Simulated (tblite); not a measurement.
# C4H9B2GeN: the cost of one run

The runs use tblite 0.8.0 and PySCF 2.14.0, with density-fitted response routines of our own; the level of theory stands in each step. All values are computed, except where a source is named. Atoms count from 0, in the outputs and in this text.

## Step 1: The starting structure

17 atoms, charge 0, multiplicity 1; geometry from: force field or distance geometry start.

Bonds of the start (Å): C0–C1 1.20, C1–C2 1.47, C2–B3 1.61, B3–C4 1.61, C4–Ge5 1.94, Ge5–N6 1.87, N6–B7 1.52, B7–C2 1.59, C0–H8 1.06, C2–H9 1.09, B3–H10 1.16, C4–H11 1.11, C4–H12 1.11, Ge5–H13 1.56, Ge5–H14 1.56, N6–H15 1.07, B7–H16 1.19.

## Step 2: Relaxing the molecule with GFN2-xTB

What the job is given:

```
{"job": {"kind": "relax", "xc": "GFN2-xTB", "basis": "xTB"}, "charge": 0, "multiplicity": 1}
C     -2.630700    -0.124000     0.469800
C     -1.719600    -0.438900    -0.253100
C     -0.572600    -0.822100    -1.089700
B      0.128000     0.578000    -1.481600
C      0.317800     1.518800    -0.188900
Ge     1.607400     0.612900     0.939700
N      1.011500    -1.152700     1.089800
B      0.440100    -1.684200    -0.210000
H     -3.446000     0.142800     1.090900
H     -0.957900    -1.347600    -1.968000
H      0.717800     0.728000    -2.469000
H      0.629500     2.542000    -0.468500
H     -0.653800     1.528600     0.341900
H      3.034500     0.618100     0.302800
H      1.682000     1.281200     2.350700
H      0.180300    -1.112900     1.768000
H      0.224800    -2.855900    -0.234700
```

Run with:

```console
$ OMP_NUM_THREADS=1 python probes_run.py task.json out
```

This one command runs all jobs of the session in turn.

Q: Estimate the wall time and peak memory of this first job on 1 thread of Arm Neoverse V1, shared host.

About 1.1 s, with a peak of 0.18 GiB.
